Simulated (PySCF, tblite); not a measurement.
**CH₅FGeO: infrared bands, NMR shifts, spin-spin couplings, electronic excitations, core binding energies and K edges in gas and solvents**

Aim: compute the infrared bands, NMR shifts, spin-spin couplings, electronic excitations, core binding energies and K edges of CH₅FGeO (`C[O][GeH2][F]`), and see what a dielectric continuum does where one was used.

Computed with tblite 0.8.0 and PySCF 2.14.0, with density-fitted response routines of our own, on a single molecule, in the gas phase or a continuum. Atoms are numbered from 0 throughout.

## (1) Starting geometry

9 atoms, charge 0, multiplicity 1; geometry from: force field or distance geometry start.

Bonds of the start (Å): C0–O1 1.41, O1–Ge2 1.78, Ge2–F3 1.76, C0–H4 1.10, C0–H5 1.12, C0–H6 1.12, Ge2–H7 1.56, Ge2–H8 1.55.

## (2) Geometry optimisation with GFN2-xTB

Job settings and geometry (Å):

```
{"job": {"kind": "relax", "xc": "GFN2-xTB", "basis": "xTB"}, "charge": 0, "multiplicity": 1}
C      1.305600     0.072400     0.388600
O      0.334000    -0.937500     0.248000
Ge    -1.209100    -0.169900    -0.203100
F     -2.454300    -1.394000    -0.392800
H      2.263100    -0.387800     0.683100
H      1.011300     0.789700     1.192000
H      1.453700     0.611400    -0.578600
H     -1.646700     0.840700     0.898100
H     -1.044100     0.581000    -1.551500
```

Launch:

```console
OMP_NUM_THREADS=1 python probes_run.py task.json out
```

This one command runs all jobs of the session in turn.

The log of the run:

```text
step      E/eV     max force
  0    -420.59970    0.789
  1    -420.63621    0.526
  2    -420.67542    0.563
  3    -420.69083    0.459
  4    -420.70743    0.302
  5    -420.71486    0.312
  6    -420.73034    0.499
  7    -420.74503    0.519
  8    -420.76096    0.352
  9    -420.77240    0.253
 10    -420.78013    0.285
 11    -420.78890    0.374
 12    -420.80538    0.388
 13    -420.82459    0.309
 14    -420.83505    0.256
 15    -420.84254    0.244
 16    -420.84935    0.247
 17    -420.85610    0.222
 18    -420.86192    0.190
 19    -420.86514    0.132
 20    -420.86647    0.088
 21    -420.86708    0.080
 22    -420.86750    0.069
 23    -420.86786    0.065
 24    -420.86826    0.068
 25    -420.86871    0.081
 26    -420.86903    0.050
 27    -420.86916    0.025
 28    -420.86922    0.022
 29    -420.86926    0.027
 30    -420.86929    0.021
 31    -420.86931    0.013
 32    -420.86933    0.011
 33    -420.86934    0.010
```

It took 0.05 s on 1 thread of AMD EPYC 9R45, shared host.

The steps of the relaxation: (not every step is listed)

```
step  energy from step 0 (eV)  largest force (eV/Å)
   0                   0.0000                0.7888
   1                  -0.0365                0.5260
   2                  -0.0757                0.5627
   3                  -0.0911                0.4589
   4                  -0.1077                0.3021
   5                  -0.1152                0.3118
   6                  -0.1306                0.4994
   7                  -0.1453                0.5188
   8                  -0.1613                0.3522
  10                  -0.1804                0.2847
  12                  -0.2057                0.3875
  14                  -0.2354                0.2564
  16                  -0.2497                0.2472
  18                  -0.2622                0.1902
  20                  -0.2668                0.0877
  22                  -0.2678                0.0694
  24                  -0.2686                0.0680
  26                  -0.2693                0.0498
  28                  -0.2695                0.0220
  29                  -0.2696                0.0266
  30                  -0.2696                0.0213
  31                  -0.2696                0.0125
  32                  -0.2696                0.0112
  33                  -0.2696                0.0103
```

Close pairs (by a distance rule), those that changed most:

```
  bond  before (Å)  after (Å)  change (Å)
Ge2–H7       1.557      1.504      -0.054
O1–Ge2       1.782      1.730      -0.052
Ge2–H8       1.552      1.504      -0.048
Ge2–F3       1.756      1.718      -0.039
 C0–H6       1.117      1.092      -0.025
 C0–H5       1.117      1.092      -0.025
 C0–H4       1.102      1.091      -0.012
 C0–O1       1.408      1.414      +0.006
```

The final coordinates are the input of the step that follows.

## (3) Harmonic vibrations with GFN2-xTB

Job settings and geometry (Å):

```
{"job": {"kind": "ir", "xc": "GFN2-xTB", "basis": "xTB"}, "charge": 0, "multiplicity": 1}
C      1.437806     0.089099     0.422282
O      0.225636    -0.602040     0.192883
Ge    -1.340595    -0.019187    -0.254063
F     -2.177769    -1.518039    -0.308499
H      2.183060    -0.662185     0.686165
H      1.343647     0.801443     1.244489
H      1.770703     0.621481    -0.471024
H     -2.021346     0.773821     0.827221
H     -1.407580     0.521599    -1.655678
```

The log of the run:

```text
mode    cm-1     km/mol
  1      73.2      4.09
  2      89.6      0.99
  3     129.7      1.23
  4     249.9     17.67
  5     496.7    130.06
  6     500.4    124.08
  7     513.3    146.21
  8     547.7      1.76
  9     662.7    117.49
 10     765.4    152.82
 11    1066.4    151.42
 12    1130.0      0.66
 13    1137.0      2.93
 14    1413.1      0.34
 15    1478.9      5.53
 16    1479.3      3.91
 17    1914.4     88.77
 18    1945.0    575.21
 19    2951.3     37.53
 20    2960.0     33.25
 21    2989.7     21.40
```

Wall time 0.06 s (1 thread of AMD EPYC 9R45, shared host).

Which atoms move in the most intense modes:

```
cm⁻¹  km/mol                       atoms
 497   130.1            H7 42 %, H8 42 %
 500   124.1  O1 57 %, Ge2 24 %, C0 13 %
 513   146.2           F3 77 %, Ge2 22 %
 663   117.5            H7 47 %, H8 47 %
 765   152.8            H8 49 %, H7 49 %
1066   151.4            O1 52 %, C0 44 %
1914    88.8            H7 50 %, H8 50 %
1945   575.2            H8 49 %, H7 49 %
```

## (4) Relaxing the molecule at PBE0-D3(BJ)/def2-SVP

Job settings and geometry (Å):

```
{"job": {"xc": "PBE0", "basis": "def2-SVP", "d3": "d3bj", "grid": 1, "shake": 0.01, "kind": "geom"}, "charge": 0, "multiplicity": 1}
C      1.458220     0.063540     0.426460
O      0.219960    -0.606570     0.190730
Ge    -1.360790    -0.021510    -0.262720
F     -2.144540    -1.515780    -0.312030
H      2.180250    -0.668870     0.675610
H      1.339740     0.806260     1.242100
H      1.780280     0.619480    -0.470780
H     -2.005890     0.779270     0.822170
H     -1.409410     0.527000    -1.636330
```

The log of the run:

```text
step   0  E = -2292.29647402  max force = 0.048026
step   1  E = -2292.30159917  max force = 0.022901
step   2  E = -2292.30367103  max force = 0.006437
step   3  E = -2292.30380331  max force = 0.000990
step   4  E = -2292.30382012  max force = 0.000683
step   5  E = -2292.30383634  max force = 0.000555
step   6  E = -2292.30384571  max force = 0.000482
step   7  E = -2292.30385047  max force = 0.000618
step   8  E = -2292.30384910  max force = 0.001057
step   9  E = -2292.30385871  max force = 0.000983
step  10  E = -2292.30388128  max force = 0.000603
step  11  E = -2292.30388676  max force = 0.000589
step  12  E = -2292.30389035  max force = 0.000300
optimisation converged
```

Run time: 22 s. Hardware: 1 thread of AMD EPYC 9R45, shared host; peak memory 0.42 GiB.

Relaxation path:

```
step  energy from step 0 (eV)  largest force component (eV/Å)
   0                   0.0000                          2.4696
   1                  -0.1395                          1.1776
   2                  -0.1958                          0.3310
   3                  -0.1994                          0.0509
   4                  -0.1999                          0.0351
   5                  -0.2003                          0.0285
   6                  -0.2006                          0.0248
   7                  -0.2007                          0.0318
   8                  -0.2007                          0.0544
   9                  -0.2009                          0.0505
  10                  -0.2016                          0.0310
  11                  -0.2017                          0.0303
  12                  -0.2018                          0.0154
```

Close pairs (by a distance rule), those that changed most:

```
  bond  before (Å)  after (Å)  change (Å)
Ge2–H8       1.480      1.536      +0.056
Ge2–H7       1.495      1.538      +0.043
 C0–H4       1.058      1.101      +0.043
Ge2–F3       1.688      1.730      +0.042
 C0–O1       1.428      1.400      -0.028
O1–Ge2       1.745      1.763      +0.018
 C0–H6       1.104      1.107      +0.004
 C0–H5       1.109      1.107      -0.002
```

The final coordinates are the input of the step that follows.

```
                         at the end point                 value
  point group (found at 0.08 Å tolerance)                    C1
rotational constants (GHz, main isotopes)  13.416, 2.871, 2.486
                        dipole moment (D)                  3.14
```

## (5) NMR shieldings: PBE0/pcSseg-1

Job settings and geometry (Å):

```
{"job": {"kind": "nmr", "xc": "PBE0", "basis": "pcSseg-1"}, "charge": 0, "multiplicity": 1}
C      1.393311     0.060395     0.370822
O      0.279828    -0.753040     0.129215
Ge    -1.309219    -0.075055    -0.223127
F     -2.354965    -1.452507    -0.169040
H      2.253562    -0.589380     0.593523
H      1.249666     0.733298     1.238344
H      1.665574     0.683990    -0.502465
H     -1.745356     0.891384     0.890396
H     -1.373288     0.483306    -1.652505
```

Method: GIAO PBE0/pcSseg-1 NMR shielding, non-relativistic, gas phase.

The log of the run:

```text
coarse grid: 35440 points
cycle   1  E = -2292.3175755866  dE = -4.031e-01  |g| = 1.220e+00  |ddm| = 2.680e+00
cycle   2  E = -2291.9616253181  dE =  3.560e-01  |g| = 1.874e+00  |ddm| = 1.828e+00
cycle   3  E = -2292.4822560832  dE = -5.206e-01  |g| = 2.267e-01  |ddm| = 1.343e+00
cycle   4  E = -2292.4899321202  dE = -7.676e-03  |g| = 7.746e-02  |ddm| = 1.674e-01
cycle   5  E = -2292.4905481275  dE = -6.160e-04  |g| = 2.070e-02  |ddm| = 5.119e-02
cycle   6  E = -2292.4906100401  dE = -6.191e-05  |g| = 5.891e-03  |ddm| = 1.355e-02
cycle   7  E = -2292.4906149824  dE = -4.942e-06  |g| = 6.905e-04  |ddm| = 3.746e-03
final grid: 73920 points
cycle   8  E = -2292.4905515866  dE = -2.155e-08  |g| = 7.467e-04  |ddm| = 1.034e-03
cycle   9  E = -2292.4905515314  dE =  5.526e-08  |g| = 9.454e-04  |ddm| = 1.055e-03
cycle  10  E = -2292.4905516947  dE = -1.633e-07  |g| = 1.080e-04  |ddm| = 5.777e-04
cycle  11  E = -2292.4905516965  dE = -1.825e-09  |g| = 1.779e-05  |ddm| = 6.700e-05
cycle  12  E = -2292.4905516966  dE = -5.275e-11  |g| = 2.752e-06  |ddm| = 9.415e-06
converged SCF energy = -2292.4905516966

GIAO shielding tensors (ppm)
atom      isotropic    diamagn.    paramagn.     s11        s22        s33       span
  0 C      132.088     242.919    -110.830    104.327    107.839    184.099     79.771
  1 O      313.536     401.222     -87.686    269.013    300.383    371.213    102.199
  2 Ge    1309.895    2755.623   -1445.728   1250.717   1314.901   1364.067    113.350
  3 F      374.641     475.158    -100.517    300.459    383.771    439.692    139.233
  4 H       27.317      27.817      -0.500     23.182     24.841     33.927     10.745
  5 H       27.700      28.987      -1.287     23.547     25.197     34.357     10.809
  6 H       27.753      29.074      -1.321     23.408     25.215     34.636     11.228
  7 H       25.759      27.628      -1.868     19.908     20.780     36.590     16.682
  8 H       25.724      27.556      -1.832     19.701     20.660     36.811     17.110
```

It took 6.2 s on 1 thread of AMD EPYC 9R45, shared host; peak memory 0.59 GiB.

Shifts follow as δ = σ(reference) − σ, with reference shieldings (ppm) from runs at the same level and on the same kind of geometry: 1H TMS 31.27, 13C TMS 184.4, 19F CFCl3 177.2, 17O H2O 334.6, 73Ge GeMe4 1330. The references are single molecules in the gas phase, so shifts against H2O, NH3, PH3, H3PO4 or CFCl3 are not on the usual liquid scales and can be off by tens of ppm. Atoms listed in one row are averaged.

```
     atoms                              environment  σ (ppm)  δ (ppm)
        C0                methyl carbon bonded to O    132.1     52.3
    H7, H8   hydrogen on a germanium bonded to F, O    25.74     5.53
H4, H5, H6  hydrogen on a methyl carbon bonded to O    27.59     3.68
        O1                   oxygen bonded to C, Ge    313.5     21.0
       Ge2            germanium bonded to F, O, 2 H     1310       20
        F3                    fluorine bonded to Ge    374.6   -197.4
```

Charges from the same density, by scheme (e):

```
atoms  Mulliken    IAO  Hirshfeld  ESP fit
   C0     -0.02  -0.19      -0.04    -0.15
   O1     -0.70  -0.61      -0.24    -0.37
  Ge2      0.96   1.16       0.52     0.70
   F3     -0.49  -0.52      -0.24    -0.33
```

Mayer bond orders: C0–O1 0.91, O1–Ge2 0.84, Ge2–F3 0.83.

Orbitals, density, ELF and potential are computed afterwards from the orbital file.

Frontier orbitals at PBE0/pcSseg-1, with the share of their density that lies nearest to each atom:

```
orbital  energy (eV)                                                lies on
   HOMO        -8.18  O1 63 %; H5, H6 about 9 % each; H7, H8 about 6 % each
   LUMO         0.27              Ge2 24 %; F3 17 %; H7, H8 about 16 % each
```

ELF in a plane through or near 3 of the atoms.

Values, 10 rows by 14 columns:
```
0.00 0.00 0.00 0.00 0.00 0.00 0.00 0.00 0.00 0.00 0.00 0.00 0.00 0.00
0.00 0.00 0.00 0.00 0.00 0.00 0.00 0.00 0.00 0.00 0.00 0.00 0.00 0.00
0.00 0.00 0.00 0.00 0.08 0.16 0.00 0.02 0.61 0.78 0.20 0.00 0.00 0.00
0.00 0.00 0.00 0.13 0.97 0.99 0.10 0.03 0.93 0.99 0.60 0.02 0.00 0.00
0.00 0.00 0.00 0.12 0.96 1.00 0.29 0.09 0.60 0.67 0.37 0.01 0.00 0.00
0.00 0.00 0.00 0.03 0.45 0.74 0.19 0.15 0.16 0.18 0.24 0.02 0.00 0.00
0.00 0.00 0.00 0.34 0.99 1.00 0.28 0.04 0.82 0.99 0.95 0.19 0.00 0.00
0.00 0.00 0.00 0.04 0.83 0.89 0.03 0.05 0.99 1.00 0.99 0.23 0.00 0.00
0.00 0.00 0.00 0.00 0.00 0.00 0.00 0.01 0.48 0.85 0.36 0.00 0.00 0.00
0.00 0.00 0.00 0.00 0.00 0.00 0.00 0.00 0.00 0.00 0.00 0.00 0.00 0.00
```
The map spans 10.2 Å across and 8.1 Å up, centred on the molecule. Atoms in the plane (x, y in Å): H5 (-1.5, 0.8), H6 (-1.6, -1.0), H8 (1.7, -1.4).

On the surface of density 0.002 e/bohr³ the electrostatic potential runs, from the 1st to the 99th percentile, from -1.43 V near O1 to 1.91 V near H8.

## (6) Indirect couplings: B3LYP/pcSseg-1+pcJ-1

Settings changed since step 5:

```diff
@@ -1,2 +1,2 @@
-{"job": {"kind": "nmr", "xc": "PBE0", "basis": "pcSseg-1"}, "charge": 0, "multiplicity": 1}
+{"job": {"kind": "j", "xc": "B3LYP", "basis": "pcJ-1"}, "charge": 0, "multiplicity": 1}
 C      1.393311     0.060395     0.370822
```

With the program's defaults for keys left out, this is: B3LYP/pcJ-1 Ge:pcSseg-1 indirect spin-spin coupling, non-relativistic, gas phase.

The log of the run:

```text
coarse grid: 35440 points
cycle   1  E = -2292.8604918871  dE = -3.921e-01  |g| = 1.322e+00  |ddm| = 2.511e+00
cycle   2  E = -2292.2986927810  dE =  5.618e-01  |g| = 2.235e+00  |ddm| = 2.170e+00
cycle   3  E = -2293.0478106197  dE = -7.491e-01  |g| = 2.955e-01  |ddm| = 1.690e+00
cycle   4  E = -2293.0605446130  dE = -1.273e-02  |g| = 1.028e-01  |ddm| = 2.203e-01
cycle   5  E = -2293.0615945114  dE = -1.050e-03  |g| = 3.335e-02  |ddm| = 6.878e-02
cycle   6  E = -2293.0617506919  dE = -1.562e-04  |g| = 8.653e-03  |ddm| = 2.073e-02
cycle   7  E = -2293.0617616471  dE = -1.096e-05  |g| = 1.099e-03  |ddm| = 5.945e-03
cycle   8  E = -2293.0617618456  dE = -1.985e-07  |g| = 4.364e-04  |ddm| = 9.444e-04
final grid: 73920 points
cycle   9  E = -2293.0616872579  dE = -2.048e-08  |g| = 5.565e-04  |ddm| = 8.285e-04
cycle  10  E = -2293.0616872140  dE =  4.396e-08  |g| = 7.292e-04  |ddm| = 7.652e-04
cycle  11  E = -2293.0616873252  dE = -1.112e-07  |g| = 7.991e-05  |ddm| = 4.394e-04
cycle  12  E = -2293.0616873261  dE = -9.213e-10  |g| = 6.817e-06  |ddm| = 4.149e-05
converged SCF energy = -2293.0616873261

Indirect spin-spin couplings (Hz)
  i      j    bonds     total        FC       PSO       DSO        SD
  0 C    1 O    1     20.197    22.454    -0.698    -0.159    -1.399
  0 C    3 F    3      0.111     1.289    -1.088    -0.647     0.558
  0 C    4 H    1    154.477   153.280     0.229     0.791     0.177
  0 C    5 H    1    142.509   141.151     0.355     0.865     0.138
  0 C    6 H    1    142.873   141.511     0.366     0.859     0.137
  0 C    7 H    3     -0.126    -0.019     0.080    -0.155    -0.032
  0 C    8 H    3     -0.695    -0.501     0.140    -0.313    -0.022
  1 O    3 F    2     -7.956    -8.650     2.537     0.181    -2.023
  1 O    4 H    2    -15.091   -14.317    -0.845    -0.025     0.096
  1 O    5 H    2     -2.976    -2.252    -0.842     0.012     0.106
  1 O    6 H    2     -3.197    -2.483    -0.839     0.014     0.111
  1 O    7 H    2     -4.123    -4.744     0.102     0.418     0.101
  1 O    8 H    2     -6.895    -7.501     0.087     0.425     0.094
  3 F    4 H    4     -0.627     0.130     0.797    -1.592     0.039
  3 F    5 H    4     -1.618    -0.219     0.781    -2.126    -0.054
  3 F    6 H    4     -1.786    -0.196     0.801    -2.365    -0.026
  3 F    7 H    2     40.428    44.608     0.038    -2.969    -1.250
  3 F    8 H    2     47.837    52.063    -0.096    -2.879    -1.251
  4 H    5 H    2    -12.456   -13.096     2.446    -2.142     0.336
  4 H    6 H    2    -12.339   -12.979     2.448    -2.148     0.341
  4 H    7 H    4     -0.329     0.113     1.192    -1.630    -0.004
  5 H    6 H    2     -8.392    -9.168     2.424    -1.974     0.326
  5 H    7 H    4      0.597    -0.004    -0.720     1.309     0.013
  5 H    8 H    4     -0.904     0.079     0.760    -1.737    -0.006
  6 H    7 H    4     -0.305     0.227     0.508    -1.036    -0.004
  6 H    8 H    4      0.221    -0.024    -0.423     0.657     0.012
  7 H    8 H    2     63.864    67.833     1.231    -5.263     0.063
```

It took 14 s on 1 thread of AMD EPYC 9R45, shared host; peak memory 0.83 GiB.

Couplings of 1 Hz or more, nine at most for each number of bonds, with means over like pairs (isotopes 13C, 19F, 1H, 17O):

```
 pair  bonds  J (Hz)  Fermi contact (Hz)
C0–H4      1   146.6               145.3
C0–O1      1    20.2                22.5
H7–H8      2    63.9                67.8
F3–H7      2    44.1                48.3
H4–H5      2   -11.1               -11.7
O1–F3      2    -8.0                -8.7
O1–H4      2    -7.1                -6.4
O1–H7      2    -5.5                -6.1
F3–H4      4    -1.3                -0.1
```

The response was solved for the nuclei of C, F, H, O alone, so couplings that need other nuclei can be missing.

Quadrupole couplings from the field gradients of the same density:

```
atom  isotope  eQq/h (MHz)     η
 Ge2     73Ge         72.0  0.80
  O1      17O        -10.6  0.70
```

Joined with the shifts from before (PBE0/pcSseg-1, unscaled), the couplings predict the line list below for 400 MHz.

1H NMR δ 5.53 (d, J = 44.1 Hz, 2H), 3.68 (d, J = 1.3 Hz, 3H). The letters are first-order; like nuclei with unlike couplings give more lines.

## (7) Ultraviolet spectrum: CAM-B3LYP/def2-SVPD

Settings changed since step 6:

```diff
@@ -1,2 +1,2 @@
-{"job": {"kind": "j", "xc": "B3LYP", "basis": "pcJ-1"}, "charge": 0, "multiplicity": 1}
+{"job": {"kind": "uv", "xc": "CAM-B3LYP", "basis": "def2-SVPD", "ip": true, "dynamic": false}, "charge": 0, "multiplicity": 1}
 C      1.393311     0.060395     0.370822
```

Level: TDDFT CAM-B3LYP/def2-SVPD, vertical, gas phase, core orbitals frozen in the response.

The log of the run:

```text
coarse grid: 35440 points
cycle   1  E = -2292.7144987516  dE = -3.822e-01  |g| = 9.198e-01  |ddm| = 3.434e+00
cycle   2  E = -2292.5567938166  dE =  1.577e-01  |g| = 1.361e+00  |ddm| = 1.928e+00
cycle   3  E = -2292.8594563240  dE = -3.027e-01  |g| = 7.310e-02  |ddm| = 1.062e+00
cycle   4  E = -2292.8601173421  dE = -6.610e-04  |g| = 3.836e-02  |ddm| = 9.954e-02
cycle   5  E = -2292.8602981348  dE = -1.808e-04  |g| = 6.803e-03  |ddm| = 3.222e-02
cycle   6  E = -2292.8603043533  dE = -6.219e-06  |g| = 3.731e-03  |ddm| = 9.643e-03
cycle   7  E = -2292.8603066741  dE = -2.321e-06  |g| = 3.790e-04  |ddm| = 2.861e-03
final grid: 73920 points
cycle   8  E = -2292.8602180298  dE = -6.611e-08  |g| = 4.226e-04  |ddm| = 1.963e-03
cycle   9  E = -2292.8602180049  dE =  2.488e-08  |g| = 5.791e-04  |ddm| = 7.124e-04
cycle  10  E = -2292.8602180629  dE = -5.797e-08  |g| = 3.817e-05  |ddm| = 4.225e-04
cycle  11  E = -2292.8602180632  dE = -2.883e-10  |g| = 1.259e-05  |ddm| = 4.421e-05
converged SCF energy = -2292.8602180632

Static polarisability (au): isotropic 46.722, principal 42.855 44.390 52.921

Singlet excitations
state   eV       nm        f      main configurations
  1   6.8612    180.7   0.00062   H->L 0.90
  2   7.3468    168.8   0.00247   H->L+2 0.89
  3   7.7584    159.8   0.07966   H->L+1 0.90
  4   7.8382    158.2   0.02535   H-1->L 0.92
  5   8.2585    150.1   0.05616   H-1->L+2 0.89
  6   8.4048    147.5   0.00129   H-2->L 0.73, H->L+3 0.20
  7   8.6765    142.9   0.06345   H-1->L+1 0.81
  8   8.7206    142.2   0.00936   H->L+3 0.68, H-2->L 0.14
  9   8.9553    138.4   0.00343   H->L+4 0.47, H-2->L+2 0.29
 10   9.3044    133.3   0.00579   H-2->L+2 0.50, H->L+4 0.17, H->L+5 0.08

Triplet excitations (Tamm-Dancoff, eV): 6.5782 6.9763 7.3357 7.3641
Vertical ionisation energy (delta-SCF) = 10.6704 eV
```

Run time: 26 s. Hardware: 1 thread of AMD EPYC 9R45, shared host; peak memory 0.77 GiB.

The orbitals next to the gap, with their largest atomic shares:

```
orbital      eV                       atoms
 HOMO−3  -12.81    F3 74 %, O1 8 %, Ge2 7 %
 HOMO−2  -11.52  Ge2 26 %, F3 24 %, H8 17 %
 HOMO−1  -10.44    O1 54 %, C0 17 %, H4 9 %
   HOMO   -9.70   O1 57 %, C0 13 %, Ge2 9 %
   LUMO    0.66  Ge2 33 %, H7 12 %, H8 12 %
 LUMO+1    1.04  Ge2 50 %, H7 15 %, H8 15 %
 LUMO+2    1.22  Ge2 37 %, O1 17 %, H7 13 %
```

With each of the 10 states as a Gaussian band of 0.4 eV half-width at 1/e, the curve within the window shown has maxima at 157 nm (ε 5,000) L/(mol cm). Beyond the last state computed it falls off for lack of states. The curve at chosen wavelengths:

(nm, ε (L/mol/cm)): (129, 158), (132, 403), (134, 722), (137, 1640), (140, 2936), (143, 3917), (145, 4193), (148, 4264), (151, 4360), (153, 4560), (156, 4908), (159, 4858), (162, 4099), (164, 3302), (167, 2051), (170, 1084), (173, 508), (175, 295), (178, 133), (181, 66), (183, 45), (186, 27), (189, 17), (192, 10), (194, 7), (197, 3)

Leading natural transition orbitals of singlet state 3: the hole lies on O1 64 %; H5, H6 about 9 % each; H7, H8 about 6 % each; the particle on H7, H8 about 26 % each; Ge2 13 %; H5, H6 about 9 % each.

Leading natural transition orbitals of singlet state 1: the hole lies on O1 62 %; 4 H atoms about 8 % each; the particle on Ge2 20 %; H7, H8 about 19 % each; H6 12 %.

Further results of this job:

```
           property  computed
  dipole moment (D)      3.33
polarisability (Å³)      6.92
 HOMO–LUMO gap (eV)     10.36
      −ε(HOMO) (eV)      9.70
```

[end of part 1 of 2]
